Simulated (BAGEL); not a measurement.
# C2H5BN (SMILES B[N]C=C): UHF/STO-3G (density fitting with qzvpp-jkfit)

What is the vertical doublet–quartet gap of C2H5BN at UHF/STO-3G (density fitting with qzvpp-jkfit)? 

Program for the calculation: BAGEL 1.2.2.

1 further run of the same task is left out (set aside as unsound or not needed).

**1. Starting point**

C2H5BN: 9 atoms, total charge 0, spin state doublet. As SMILES, `B[N]C=C`. The coordinates come from a PBE0-D4/def2-TZVP relaxation.

Bond lengths: B1–N2 1.342 Å, N2–C3 1.284 Å, C3–C4 1.392 Å, B1–H5 1.202 Å, B1–H6 1.202 Å, C3–H7 1.093 Å, C4–H8 1.082 Å, C4–H9 1.083 Å. Angles: B1–N2–C3 179.9°, N2–C3–C4 123.6°, N2–B1–H5 119.4°, N2–B1–H6 119.4°, N2–C3–H7 118.2°, C4–C3–H7 118.1°, C3–C4–H8 120.6°, C3–C4–H9 120.2°, H5–B1–H6 121.3°, H8–C4–H9 119.2°.

**2. The energy at UHF/STO-3G (density fitting with qzvpp-jkfit)**

File calc.json:

```json
{ "bagel" : [

{
  "title" : "molecule",
  "basis" : "sto-3g",
  "df_basis" : "qzvpp-jkfit",
  "angstrom" : true,
  "geometry" : [
    { "atom" : "B", "xyz" : [      -0.864600,       1.674800,      -0.110400 ] },
    { "atom" : "N", "xyz" : [      -0.486400,       0.387700,      -0.106200 ] },
    { "atom" : "C", "xyz" : [      -0.126200,      -0.844400,      -0.102100 ] },
    { "atom" : "C", "xyz" : [       1.161000,      -1.270600,       0.212300 ] },
    { "atom" : "H", "xyz" : [      -1.300900,       2.164000,       0.896800 ] },
    { "atom" : "H", "xyz" : [      -0.758900,       2.316900,      -1.120700 ] },
    { "atom" : "H", "xyz" : [      -0.871400,      -1.601800,      -0.359600 ] },
    { "atom" : "H", "xyz" : [       1.410600,      -2.323300,       0.200400 ] },
    { "atom" : "H", "xyz" : [       1.925400,      -0.549500,       0.472300 ] }
  ]
},

{ "title" : "uhf", "nopen" : 1 },

{ "title" : "print", "file" : "orbitals.molden", "orbitals" : true }

]}
```

Run with:

```
$ BAGEL_NUM_THREADS=1 BAGEL calc.json > calc.out
```

Output:

```text
* using 1 threads per process

  ===============================================================
  ===============================================================

  *** Geometry ***

  { "atom" : "B", "xyz" : [     -1.633857,      3.164913,     -0.208626 ] },
  { "atom" : "N", "xyz" : [     -0.919163,      0.732647,     -0.200689 ] },
  { "atom" : "C", "xyz" : [     -0.238483,     -1.595685,     -0.192941 ] },
  { "atom" : "C", "xyz" : [      2.193972,     -2.401086,      0.401189 ] },
  { "atom" : "H", "xyz" : [     -2.458345,      4.089367,      1.694706 ] },
  { "atom" : "H", "xyz" : [     -1.434113,      4.378306,     -2.117816 ] },
  { "atom" : "H", "xyz" : [     -1.646707,     -3.026963,     -0.679546 ] },
  { "atom" : "H", "xyz" : [      2.665648,     -4.390401,      0.378701 ] },
  { "atom" : "H", "xyz" : [      3.638479,     -1.038405,      0.892518 ] },

  Number of auxiliary basis functions:      392

  Since a DF basis is specified, we compute 2- and 3-index integrals:
    o Being stored without compression. Storage requirement is 0.002 GB

  Number of basis functions:       25
  Number of electrons      :       29

    * METHOD: MOLECULE                             0.10

  *** Open-shell HF ***

  === Nuclear Repulsion ===
    97.1167409139

      * DIIS with orbital gradients will be used.

  === UHF iteration (sto-3g) ===
      0       -155.68097824          0.03251649           0.01
      1       -155.75313284          0.01688389           0.01
      2       -155.77405825          0.00820593           0.01
      3       -155.78164024          0.00192860           0.01
      4       -155.78807136          0.00094967           0.01
      5       -155.79079437          0.00055483           0.01
      6       -155.79176524          0.00024516           0.01
      7       -155.79190925          0.00008517           0.01
      8       -155.79193418          0.00002785           0.01
      9       -155.79194166          0.00001569           0.01
     10       -155.79194618          0.00000780           0.01
     11       -155.79194749          0.00000380           0.01
     12       -155.79194768          0.00000130           0.01
     13       -155.79194770          0.00000066           0.01
     14       -155.79194770          0.00000037           0.01
     15       -155.79194770          0.00000015           0.01
     16       -155.79194770          0.00000007           0.01
     17       -155.79194770          0.00000004           0.01
     18       -155.79194770          0.00000002           0.01
     19       -155.79194770          0.00000001           0.01
    * SCF iteration converged.

    * S^2 (UHF) is 1.0481

    * Permanent dipole moment:
           (   -0.306836,     0.709714,    -0.028994) a.u.

    * METHOD: UHF                                  0.30

    * METHOD: PRINT                                0.00

  ===============================================================
```

It took 0.54 s on 1 thread of Arm Neoverse V1, shared host; peak memory 0.081 GiB.

**3. The quartet**

File calc.json:

```json
{ "bagel": [

{
  "title": "molecule",
  "basis": "sto-3g",
  "df_basis": "qzvpp-jkfit",
  "angstrom": true,
  "geometry": [
    { "atom": "B", "xyz": [   -0.864600,    1.674800,   -0.110400 ] },
    { "atom": "N", "xyz": [   -0.486400,    0.387700,   -0.106200 ] },
    { "atom": "C", "xyz": [   -0.126200,   -0.844400,   -0.102100 ] },
    { "atom": "C", "xyz": [    1.161000,   -1.270600,    0.212300 ] },
    { "atom": "H", "xyz": [   -1.300900,    2.164000,    0.896800 ] },
    { "atom": "H", "xyz": [   -0.758900,    2.316900,   -1.120700 ] },
    { "atom": "H", "xyz": [   -0.871400,   -1.601800,   -0.359600 ] },
    { "atom": "H", "xyz": [    1.410600,   -2.323300,    0.200400 ] },
    { "atom": "H", "xyz": [    1.925400,   -0.549500,    0.472300 ] }
  ]
},
{
  "title": "uhf",
  "charge": 0,
  "nopen": 3
},
{
  "title": "print",
  "file": "orbitals.molden",
  "orbitals": true
}

]}
```

Run with:

```
$ BAGEL_NUM_THREADS=1 BAGEL calc.json > calc.out
```

Output:

```text
* using 1 threads per process

  ===============================================================
  ===============================================================

  *** Geometry ***

  { "atom" : "B", "xyz" : [     -1.633857,      3.164913,     -0.208626 ] },
  { "atom" : "N", "xyz" : [     -0.919163,      0.732647,     -0.200689 ] },
  { "atom" : "C", "xyz" : [     -0.238483,     -1.595685,     -0.192941 ] },
  { "atom" : "C", "xyz" : [      2.193972,     -2.401086,      0.401189 ] },
  { "atom" : "H", "xyz" : [     -2.458345,      4.089367,      1.694706 ] },
  { "atom" : "H", "xyz" : [     -1.434113,      4.378306,     -2.117816 ] },
  { "atom" : "H", "xyz" : [     -1.646707,     -3.026963,     -0.679546 ] },
  { "atom" : "H", "xyz" : [      2.665648,     -4.390401,      0.378701 ] },
  { "atom" : "H", "xyz" : [      3.638479,     -1.038405,      0.892518 ] },

  Number of auxiliary basis functions:      392

  Since a DF basis is specified, we compute 2- and 3-index integrals:
    o Being stored without compression. Storage requirement is 0.002 GB

  Number of basis functions:       25
  Number of electrons      :       29

    * METHOD: MOLECULE                             0.10

  *** Open-shell HF ***

  === Nuclear Repulsion ===
    97.1167409139

      * DIIS with orbital gradients will be used.

  === UHF iteration (sto-3g) ===
      0       -155.40622990          0.04106621           0.01
      1       -155.52306964          0.01818253           0.01
      2       -155.55306608          0.00875445           0.01
      3       -155.56218022          0.00235453           0.01
      4       -155.56965833          0.00106971           0.01
      5       -155.57209145          0.00057720           0.01
      6       -155.57267805          0.00010674           0.01
      7       -155.57268540          0.00003185           0.01
      8       -155.57268656          0.00001036           0.01
      9       -155.57268684          0.00000371           0.01
     10       -155.57268690          0.00000143           0.01
     11       -155.57268691          0.00000094           0.01
     12       -155.57268691          0.00000058           0.01
     13       -155.57268691          0.00000014           0.01
     14       -155.57268691          0.00000004           0.01
     15       -155.57268691          0.00000002           0.01
     16       -155.57268691          0.00000001           0.01
    * SCF iteration converged.

    * S^2 (UHF) is 4.0685

    * Permanent dipole moment:
           (   -0.839143,     2.295909,    -0.052211) a.u.

    * METHOD: UHF                                  0.26

    * METHOD: PRINT                                0.00

  ===============================================================
```

Wall time 0.48 s (1 thread of Arm Neoverse V1, shared host); peak memory 0.081 GiB.

**4. Results**

At UHF/STO-3G (density fitting with qzvpp-jkfit):

| quantity | value |
| --- | --- |
| doublet: total energy | -155.79195 Eh |
| doublet: dipole moment | 1.97 D |
| doublet: ⟨S²⟩ | 1.048 |
| quartet: total energy | -155.57269 Eh |
| quartet: dipole moment | 6.21 D |
| quartet: ⟨S²⟩ | 4.069 |
| vertical energy of the quartet above the doublet | 5.966 eV |

**Reading.** At this shape the quartet lies 5.97 eV (138 kcal/mol) above the doublet. In a minimal basis such a difference can be off by several eV, whatever the method. ⟨S²⟩ (doublet) is 1.05 where a pure doublet has 0.75: the reference is spin-contaminated. ⟨S²⟩ (quartet) is 4.07 where a pure quartet has 3.75: the reference is spin-contaminated.
